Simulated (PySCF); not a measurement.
# HfNOH: relaxation and vibrations of the singlet

The task is one start of a wider search on HfNOH: the singlet, from a linear start. It is relaxed, tested by its Hessian and followed downhill if it is a saddle.

Method: PBE0, basis Hf def2-TZVP with ECP60, N def2-TZVP, O def2-TZVP, H def2-TZVP, scalar-relativistic core potentials, no spin–orbit coupling, density fitting; program: PySCF 2.14.0.

**1. The system as given**

4 atoms, charge 0, spin multiplicity 1.

Bond lengths: Hf1–N2 1.880 Å, Hf1–O3 2.150 Å, O3–H4 0.960 Å. Angles: N2–Hf1–O3 180.0°, Hf1–O3–H4 130.0°.

```xyz
4
charge 0 multiplicity 1
Hf    0.0000    0.0000    0.0000
N     0.0000    0.0000    1.8800
O     0.0000    0.0000   -2.1500
H     0.7354    0.0000   -2.7671
```

**2. The SCF at the typed geometry**

The steps below are one call of a driver around PySCF. For each, scf.py gives the equivalent set-up of the SCF; relaxations use the driver's own optimiser. After this first run the driver tries any further starts and a stability analysis.

File scf.py:

```python
from pyscf import gto, scf, dft
mol = gto.M(atom='''
Hf     0.000000     0.000000     0.000000
N      0.000000     0.000000     1.880000
O      0.000000     0.000000    -2.150000
H      0.735400     0.000000    -2.767100''',
    basis={'Hf': 'def2-TZVP', 'N': 'def2-TZVP', 'O': 'def2-TZVP', 'H': 'def2-TZVP'},
    ecp={'Hf': 'def2-TZVP'},
    charge=0, spin=0)
mf = dft.RKS(mol, xc='PBE0')
mf.grids.atom_grid = (50, 194)
aux = {'Hf': 'def2-universal-JKFIT', 'N': 'def2-universal-JKFIT', 'O': 'def2-universal-JKFIT', 'H': 'def2-universal-JKFIT'}
mf = mf.density_fit(auxbasis=aux)
mf.conv_tol = 1e-08
mf.diis_space = 10
mf.max_cycle = 60
mf.init_guess = 'minao'
mf.verbose = 4
mf.kernel()
```

Started as:

```
OMP_NUM_THREADS=2 python axn.py task.json out
```

After this run come: Relaxation: linear start, singlet; Hessian and properties.

Before running it: what results should come out? Wanted: minimum; geometry; wavenumbers; dipole moment; highest occupied, lowest empty level; polar-tensor charge of Hf1; zero-point energy; atomisation energy.

As calculated:

```
                                 quantity                                                                  value
                                  minimum                                                            singlet, Cs
                                 geometry  Hf–N 1.742 Å, Hf–O 1.983 Å, O–H 0.961 Å; H–O–Hf 120.1°, N–Hf–O 103.0°
                       wavenumbers (cm⁻¹)           263 (a'), 478 (a''), 554 (a'), 607 (a'), 939 (a'), 3869 (a')
                            dipole moment                                                                 8.01 D
     highest occupied, lowest empty level                                                        -5.62, -3.02 eV
               polar-tensor charge of Hf1                                                                +1.12 e
                        zero-point energy                                                            40.1 kJ/mol
                      entropy at 298.15 K                                                        290.3 J/(mol K)
atomisation energy (no zero-point energy)                                                            1355 kJ/mol
```

**Reading.** The linear start keeps its Cs symmetry and ends in a minimum. The strongest infrared band lies at 607 cm⁻¹ (a'). With 8.0 D the molecule is strongly polar. Only this shape and spin were tried, so other structures or states may lie lower. With an element this heavy the missing spin–orbit coupling can shift these numbers.
